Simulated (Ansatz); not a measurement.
# Si: the cost of one run

Method: DFT PBE, scalar-relativistic, plane waves, PAW, in Ansatz 0.2.0.

## 1. The starting structure

The structure is cubic, space group Fd-3m (No. 227). Conventional cell: a = 5.431 Å, b = 5.431 Å, c = 5.431 Å, α = 90.00°, β = 90.00°, γ = 90.00°. Si (site symmetry -43m) has 4 Si at 2.35 Å as nearest neighbours.

Coordinates:

```xyz
6
Lattice="3.8403 0.0000 0.0000 -1.9201 3.3258 0.0000 0.0000 0.0000 9.4068" Properties=species:S:1:pos:R:3 pbc="T T T"
Si    0.0000    0.0000    0.0000
Si    0.0000    0.0000    2.3517
Si    0.0000    2.2172    3.1356
Si    0.0000    2.2172    5.4873
Si    1.9201    1.1086    6.2712
Si    1.9201    1.1086    8.6229
```

## 2. Relaxing cell and atoms: Si, no spin

File input.yaml:

```yaml
crystal:
  lattice:
    - [3.84029693, 0.0, 0.0]
    - [-1.920148465, 3.3257946995, 0.0]
    - [0.0, 0.0, 9.40676794]
  atoms:
    - { symbol: Si, position: [0.0, 0.0, 0.0] }
    - { symbol: Si, position: [0.0, 0.0, 0.25] }
    - { symbol: Si, position: [0.3333333333, 0.6666666667, 0.3333333333] }
    - { symbol: Si, position: [0.3333333333, 0.6666666667, 0.5833333333] }
    - { symbol: Si, position: [0.6666666667, 0.3333333333, 0.6666666667] }
    - { symbol: Si, position: [0.6666666667, 0.3333333333, 0.9166666667] }
scf:
  occupations: { method: gaussian, width: 0.03 }
output:
  forces: true
  stress: true
hamiltonian:
  xc: pbe
kpoints:
  mp_grid: { grid: [8, 8, 4] }
relax:
  f_tol: 0.002
  cell: { stress_tol: 0.02 }
```

Command:

```sh
$ ansatz run input.yaml --threads 4 --pin off --max-ram 6144MiB --backend cpu --events-out ev --progress --plain --runs-dir out
```

**Question.** How long does this run take on 4 threads of Arm Neoverse N1, shared host, and how much memory does it need?

About 9.4 s, with a peak of 0.42 GiB.
